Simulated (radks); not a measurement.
# B²⁺ with its nuclear charge varied continuously

What is the energy between the elements? 3 electrons are held in [He] 2s1 while Z is changed in small steps.

Method: scalar-relativistic Kohn-Sham, PBE, spin-polarised, spherical densities, finite nucleus; open shells are filled with parallel spins first. Code: radks (a radial shooting solver on a logarithmic mesh, Libxc functionals) version 1.

**1. What is computed**

| Property | Result |
| --- | --- |
| element | boron (Z = 5) |
| charge | +2 |
| electrons | 3 |
| configuration | [He] 2s1 |
| nuclear rms radius | 2.406 fm |

The outer shells:

B²⁺
```
[He] core
2s [↑ ]
```

**2. Z = 5**

Settings of this run:

```text
Z 5
configuration [He] 2s1
relativity scalar-relativistic
functional pbe,pbe
spin polarised
nucleus finite rms 2.406 fm
c 137.035999084
```

**3. Z = 4.5**

Input: that of step 2 with these lines changed.

```diff
@@ -1,2 +1,2 @@
-Z 5
+Z 4.5
 configuration [He] 2s1
```

**4. Z = 5.5**

Input: that of step 3 with these lines changed.

```diff
@@ -1,2 +1,2 @@
-Z 4.5
+Z 5.5
 configuration [He] 2s1
```

**5. Z = 6**

Input: that of step 4 with these lines changed.

```diff
@@ -1,2 +1,2 @@
-Z 5.5
+Z 6
 configuration [He] 2s1
```

What does the calculation give? Wanted: for each run, Z; E; E(electron-nucleus)/Z; highest level; its energy; <r>.

The runs gave:

```tsv
Z	E (hartree)	E(electron-nucleus)/Z (hartree)	highest level	its energy (eV)	<r> (bohr)
4.5	-18.56758	-9.09429	2s up	-22.711	1.885
5	-23.39663	-10.2216	2s up	-32.666	1.623
5.5	-28.78941	-11.3491	2s up	-44.335	1.426
6	-34.74607	-12.4770	2s up	-57.714	1.272
```

At Z = 5 the central difference of E is -10.222 hartree, against -10.222 from the Hellmann-Feynman theorem; the scalar-relativistic energy here is not variational, so the two differ by a part that grows with Z. The top level goes from -22.711 eV at Z = 4.5 to -57.714 eV at Z = 6.
